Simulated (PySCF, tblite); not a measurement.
# C₆H₁₀N₂: a rotation path, then NMR shifts on frames, part 1 of 2

How do NMR shifts of C₆H₁₀N₂ (`Cn1ccc(CN)c1`) change as the atoms move?

The runs use tblite 0.8.0 and PySCF 2.14.0, with density-fitted response routines of our own; the level of theory stands in each step. All values are computed, except where a source is named. Atoms are numbered from 0 throughout.

**1. The molecule as given**

18 atoms, charge 0, multiplicity 1; geometry from: GFN2-xTB.

Bonds of the start (Å): C0–N1 1.43, N1–C2 1.36, C2–C3 1.37, C3–C4 1.41, C4–C5 1.50, C5–N6 1.46, C4–C7 1.37, C7–N1 1.36, C0–H8 1.09, C0–H9 1.09, C0–H10 1.09, C2–H11 1.07, C3–H12 1.07, C5–H13 1.09, C5–H14 1.09, N6–H15 1.02, N6–H16 1.02, C7–H17 1.07.

**2. A band between two rotamers with GFN2-xTB**

What the job is given:

```
{"job": {"kind": "neb", "xc": "GFN2-xTB", "basis": "xTB", "atoms": [3, 4, 5, 6], "turn": 120}, "charge": 0, "multiplicity": 1}
C     -2.762242     0.466241    -0.335393
N     -1.437760    -0.030546    -0.097477
C     -1.091285    -1.337471     0.027127
C      0.246204    -1.411355     0.304973
C      0.737118    -0.087993     0.365848
C      2.161388     0.328314     0.578481
N      2.921943     0.494841    -0.659884
C     -0.332900     0.733641     0.108923
H     -3.272491     0.693833     0.606002
H     -3.345348    -0.280700    -0.873703
H     -2.716389     1.377310    -0.932676
H     -1.817296    -2.117633    -0.095954
H      0.817969    -2.305958     0.455597
H      2.198326     1.283066     1.111231
H      2.680244    -0.424185     1.178698
H      2.473650     1.196585    -1.241370
H      2.912879    -0.376258    -1.182070
H     -0.382767     1.804587     0.063325
```

Method: GFN2-xTB climbing-image nudged elastic band, gas phase.

Started as:

```
OMP_NUM_THREADS=1 python probes_run.py task.json out
```

The driver reads the jobs from task.json and runs them one after another.

What it wrote:

```text
image   E - E0 / eV
  0       0.0000
  1       0.0075
  2       0.0179
  3       0.0271
  4       0.0303
  5       0.0288
  6       0.0282
  7       0.0295
  8       0.0273
```

Run time: 2.6 s. Hardware: 1 thread of Arm Neoverse V1, shared host; peak memory 0.18 GiB.

The final band, with the dihedral C3–C4–C5–N6:

| image | dihedral (°) | energy (eV) | energy (kcal/mol) |
| --- | --- | --- | --- |
| 0 | 91 | 0.000 | 0.0 |
| 1 | 105 | 0.007 | 0.2 |
| 2 | 120 | 0.018 | 0.4 |
| 3 | 136 | 0.027 | 0.6 |
| 4 | 152 | 0.030 | 0.7 |
| 5 | 169 | 0.029 | 0.7 |
| 6 | 185 | 0.028 | 0.6 |
| 7 | 200 | 0.030 | 0.7 |
| 8 | 214 | 0.027 | 0.6 |

**3. NMR shieldings: image 0, PBE0/pcSseg-1**

What the job is given:

```
{"job": {"kind": "nmr", "xc": "PBE0", "basis": "pcSseg-1", "pop": false}, "charge": 0, "multiplicity": 1}
C     -2.762200     0.466200    -0.335400
N     -1.437800    -0.030500    -0.097500
C     -1.091300    -1.337500     0.027100
C      0.246200    -1.411400     0.305000
C      0.737100    -0.088000     0.365800
C      2.161400     0.328300     0.578500
N      2.921900     0.494800    -0.659900
C     -0.332900     0.733600     0.108900
H     -3.272500     0.693800     0.606000
H     -3.345300    -0.280700    -0.873700
H     -2.716400     1.377300    -0.932700
H     -1.817300    -2.117600    -0.096000
H      0.818000    -2.306000     0.455600
H      2.198300     1.283100     1.111200
H      2.680200    -0.424200     1.178700
H      2.473600     1.196600    -1.241400
H      2.912900    -0.376300    -1.182100
H     -0.382800     1.804600     0.063300
```

Level: GIAO PBE0/pcSseg-1 NMR shielding, non-relativistic, gas phase.

What it wrote:

```text
coarse grid: 14840 points
cycle   1  E = -343.5865656279  dE =  1.383e+00  |g| = 4.985e-01  |ddm| = 3.872e+00
cycle   2  E = -343.5432992120  dE =  4.327e-02  |g| = 6.697e-01  |ddm| = 1.183e+00
cycle   3  E = -343.6478059859  dE = -1.045e-01  |g| = 1.305e-01  |ddm| = 7.116e-01
cycle   4  E = -343.6514959229  dE = -3.690e-03  |g| = 4.267e-02  |ddm| = 1.482e-01
cycle   5  E = -343.6518912584  dE = -3.953e-04  |g| = 1.048e-02  |ddm| = 4.401e-02
cycle   6  E = -343.6519123174  dE = -2.106e-05  |g| = 3.131e-03  |ddm| = 1.068e-02
cycle   7  E = -343.6519143832  dE = -2.066e-06  |g| = 4.425e-04  |ddm| = 3.088e-03
final grid: 142952 points
cycle   8  E = -343.6941815727  dE = -4.323e-05  |g| = 8.429e-03  |ddm| = 3.874e-02
cycle   9  E = -343.6941789094  dE =  2.663e-06  |g| = 9.280e-03  |ddm| = 1.725e-02
cycle  10  E = -343.6941994711  dE = -2.056e-05  |g| = 1.080e-03  |ddm| = 8.769e-03
cycle  11  E = -343.6941997000  dE = -2.289e-07  |g| = 3.043e-04  |ddm| = 9.720e-04
cycle  12  E = -343.6941997159  dE = -1.585e-08  |g| = 1.309e-04  |ddm| = 3.325e-04
cycle  13  E = -343.6941997200  dE = -4.140e-09  |g| = 2.631e-05  |ddm| = 1.423e-04
cycle  14  E = -343.6941997202  dE = -1.663e-10  |g| = 6.826e-06  |ddm| = 3.208e-05
converged SCF energy = -343.6941997202

GIAO shielding tensors (ppm)
atom      isotropic    diamagn.    paramagn.     s11        s22        s33       span
  0 C      150.078     241.694     -91.616    128.505    132.782    188.947     60.442
  1 N       95.414     335.081    -239.667     -5.955    111.196    181.000    186.955
  2 C       62.496     254.555    -192.060     -7.593     68.559    126.520    134.113
  3 C       73.669     253.518    -179.849     -1.925     69.244    153.687    155.612
  4 C       49.121     264.201    -215.080    -15.373     10.518    152.220    167.593
  5 C      141.391     239.816     -98.426    119.899    144.362    159.911     40.011
  6 N      203.234     318.262    -115.028    179.448    198.975    231.279     51.830
  7 C       66.215     255.132    -188.916     -0.996     74.133    125.509    126.504
  8 H       27.898      27.350       0.548     23.906     24.822     34.967     11.062
  9 H       28.094      27.842       0.252     23.168     27.076     34.038     10.871
 10 H       28.053      28.589      -0.536     23.041     27.086     34.031     10.989
 11 H       25.299      32.498      -7.199     22.122     26.530     27.246      5.124
 12 H       25.528      34.058      -8.529     23.147     26.330     27.109      3.962
 13 H       27.944      28.911      -0.968     23.042     27.960     32.829      9.786
 14 H       28.043      28.900      -0.857     23.132     28.033     32.966      9.834
 15 H       31.302      32.923      -1.621     25.394     30.121     38.390     12.996
 16 H       30.889      32.552      -1.663     25.045     29.775     37.848     12.803
 17 H       25.274      35.364     -10.091     22.035     25.586     28.201      6.166
```

Run time: 30 s. Hardware: 1 thread of Arm Neoverse V1, shared host; peak memory 0.83 GiB.

The references, computed at this level on geometries of the same kind, shield at (ppm): 1H TMS 31.72, 13C TMS 186.9, 15N NH3 267.7. Their shielding less the atom's gives the shift. The references are single molecules in the gas phase, so shifts against H2O, NH3, PH3, H3PO4 or CFCl3 are not on the usual liquid scales and can be off by tens of ppm. Each atom is listed at this fixed geometry, with no averaging over motion; a spectrum would average atoms that exchange fast.

| atoms | environment | σ (ppm) | δ (ppm) |
| --- | --- | --- | --- |
| C4 | substituted aromatic carbon | 49.1 | 137.8 |
| C2 | aromatic CH next to a ring nitrogen | 62.5 | 124.4 |
| C7 | aromatic CH next to a ring nitrogen | 66.2 | 120.7 |
| C3 | aromatic CH | 73.7 | 113.3 |
| C5 | sp3 CH2 bonded to N, on an aromatic ring | 141.4 | 45.5 |
| C0 | methyl carbon bonded to N | 150.1 | 36.8 |
| H17 | hydrogen on an aromatic CH next to a ring nitrogen | 25.27 | 6.44 |
| H11 | hydrogen on an aromatic CH next to a ring nitrogen | 25.30 | 6.42 |
| H12 | hydrogen on an aromatic CH | 25.53 | 6.19 |
| H8 | hydrogen on a methyl carbon bonded to N | 27.90 | 3.82 |
| H13 | hydrogen on an sp3 CH2 bonded to N, on an aromatic ring | 27.94 | 3.77 |
| H14 | hydrogen on an sp3 CH2 bonded to N, on an aromatic ring | 28.04 | 3.67 |
| H10 | hydrogen on a methyl carbon bonded to N | 28.05 | 3.66 |
| H9 | hydrogen on a methyl carbon bonded to N | 28.09 | 3.62 |
| H16 | hydrogen on an amine nitrogen | 30.89 | 0.83 |
| H15 | hydrogen on an amine nitrogen | 31.30 | 0.42 |
| N1 | pyrrole-type ring nitrogen | 95.4 | 172.3 |
| N6 | amine nitrogen | 203.2 | 64.5 |

Ring of atoms N1, C2, C3, C4, C7: NICS(0) -13.4, NICS(1) -10.7, NICS(1)zz -28.1 ppm (means of both faces).

The fields below are evaluated on a grid from the run's orbitals.

Frontier orbitals at PBE0/pcSseg-1, with the share of their density that lies nearest to each atom:

| orbital | energy (eV) | lies on |
| --- | --- | --- |
| HOMO | -5.90 | C7 24 %; N6 19 %; C2, C4 about 18 % each |
| LUMO | 0.90 | C2, C7 about 18 % each; N1 16 %; C4 8 % |

ELF in a plane through or near 8 of the atoms.

Ten even steps from '0' (0.00) to '9' (1.00):
```
0000000000000000000000000000
0000000000000000000000000000
0000000000000000000000000000
0000000000599600002000000000
0000000001999910179710000000
0000000001999932699960000000
0000000000489566699930000000
0000000210044674645100000000
0000000342358823883014310000
0000001354741413536356410000
0001555773775938648327410000
0002776664435773756226300000
0001564111001698203774100000
0000010000001999503884000000
0000000000001999401663000000
0000000000000375000000000000
0000000000000000000000000000
0000000000000000000000000000
0000000000000000000000000000
0000000000000000000000000000
```
The map spans 12.0 Å across and 9.9 Å up, centred on the molecule. Atoms in the plane (x, y in Å): C0 (2.8, -0.5), N1 (1.4, 0.0), C2 (1.1, 1.3), C3 (-0.2, 1.4), C4 (-0.8, 0.2), C7 (0.3, -0.7), H12 (-0.8, 2.4), H17 (0.3, -1.8).

On the surface of density 0.002 e/bohr³ the electrostatic potential runs, from the 1st to the 99th percentile, from -2.03 V near N6 to 1.12 V near H9.

**4. Nuclear shieldings: image 2, PBE0/pcSseg-1**

What the job is given:

```
{"job": {"kind": "nmr", "xc": "PBE0", "basis": "pcSseg-1", "pop": false}, "charge": 0, "multiplicity": 1}
C     -2.699100     0.470600    -0.441400
N     -1.412600    -0.064600    -0.101400
C     -1.145600    -1.357400     0.214200
C      0.185900    -1.471700     0.508600
C      0.758100    -0.187900     0.370800
C      2.204100     0.179400     0.531200
N      2.811700     0.768600    -0.659500
C     -0.262700     0.652900    -0.002300
H     -3.201900     0.890200     0.436000
H     -3.326300    -0.318400    -0.854900
H     -2.587800     1.259200    -1.186300
H     -1.916200    -2.103000     0.193900
H      0.699900    -2.368100     0.796100
H      2.325300     0.902600     1.345600
H      2.778700    -0.716200     0.781300
H      2.327700     1.627400    -0.900300
H      2.706300     0.135200    -1.446600
H     -0.254200     1.707300    -0.203200
```

Level: GIAO PBE0/pcSseg-1 NMR shielding, non-relativistic, gas phase.

What it wrote:

```text
coarse grid: 14840 points
cycle   1  E = -343.5844993363  dE =  1.385e+00  |g| = 4.983e-01  |ddm| = 3.880e+00
cycle   2  E = -343.5429509838  dE =  4.155e-02  |g| = 6.639e-01  |ddm| = 1.186e+00
cycle   3  E = -343.6457999516  dE = -1.028e-01  |g| = 1.289e-01  |ddm| = 7.101e-01
cycle   4  E = -343.6493716968  dE = -3.572e-03  |g| = 4.303e-02  |ddm| = 1.473e-01
cycle   5  E = -343.6497726903  dE = -4.010e-04  |g| = 1.028e-02  |ddm| = 4.410e-02
cycle   6  E = -343.6497930125  dE = -2.032e-05  |g| = 3.045e-03  |ddm| = 1.042e-02
cycle   7  E = -343.6497949723  dE = -1.960e-06  |g| = 4.121e-04  |ddm| = 3.145e-03
final grid: 142952 points
cycle   8  E = -343.6929876569  dE = -4.194e-05  |g| = 8.594e-03  |ddm| = 3.929e-02
cycle   9  E = -343.6929849124  dE =  2.745e-06  |g| = 9.469e-03  |ddm| = 1.771e-02
cycle  10  E = -343.6930063213  dE = -2.141e-05  |g| = 1.173e-03  |ddm| = 8.960e-03
cycle  11  E = -343.6930065892  dE = -2.679e-07  |g| = 3.199e-04  |ddm| = 1.044e-03
cycle  12  E = -343.6930066076  dE = -1.843e-08  |g| = 1.311e-04  |ddm| = 3.639e-04
cycle  13  E = -343.6930066118  dE = -4.161e-09  |g| = 2.384e-05  |ddm| = 1.374e-04
cycle  14  E = -343.6930066119  dE = -1.343e-10  |g| = 5.145e-06  |ddm| = 2.811e-05
converged SCF energy = -343.6930066119

GIAO shielding tensors (ppm)
atom      isotropic    diamagn.    paramagn.     s11        s22        s33       span
  0 C      149.964     241.926     -91.962    128.332    132.627    188.932     60.600
  1 N       93.549     334.839    -241.289    -11.119    109.797    181.970    193.090
  2 C       63.990     254.373    -190.383     -4.757     69.589    127.138    131.896
  3 C       73.567     253.250    -179.683     -1.932     70.964    151.669    153.600
  4 C       48.741     264.566    -215.824    -14.702     12.056    148.869    163.571
  5 C      141.226     239.574     -98.348    119.780    144.106    159.792     40.012
  6 N      209.516     318.490    -108.974    191.214    201.805    235.530     44.315
  7 C       65.923     255.641    -189.718     -4.692     72.492    129.970    134.663
  8 H       27.865      27.486       0.379     23.932     24.783     34.880     10.948
  9 H       28.105      27.911       0.194     23.173     27.116     34.025     10.852
 10 H       28.036      28.779      -0.743     22.964     27.137     34.008     11.044
 11 H       25.408      32.318      -6.910     22.197     26.524     27.504      5.307
 12 H       25.586      33.758      -8.172     23.257     26.511     26.990      3.734
 13 H       27.670      28.278      -0.608     23.429     26.944     32.637      9.208
 14 H       28.194      29.075      -0.881     22.505     28.848     33.228     10.723
 15 H       30.928      33.168      -2.240     24.907     29.290     38.588     13.681
 16 H       30.934      32.740      -1.805     25.666     29.298     37.839     12.173
 17 H       25.217      35.720     -10.503     21.831     25.003     28.817      6.986
```

Run time: 23 s. Hardware: 1 thread of Arm Neoverse V1, shared host; peak memory 0.83 GiB.

In short: δ C4 138.2, C2 122.9, C7 121.0, C3 113.4, H17 6.50, H11 6.31 ppm.

(Continued in part 2 of 2.)
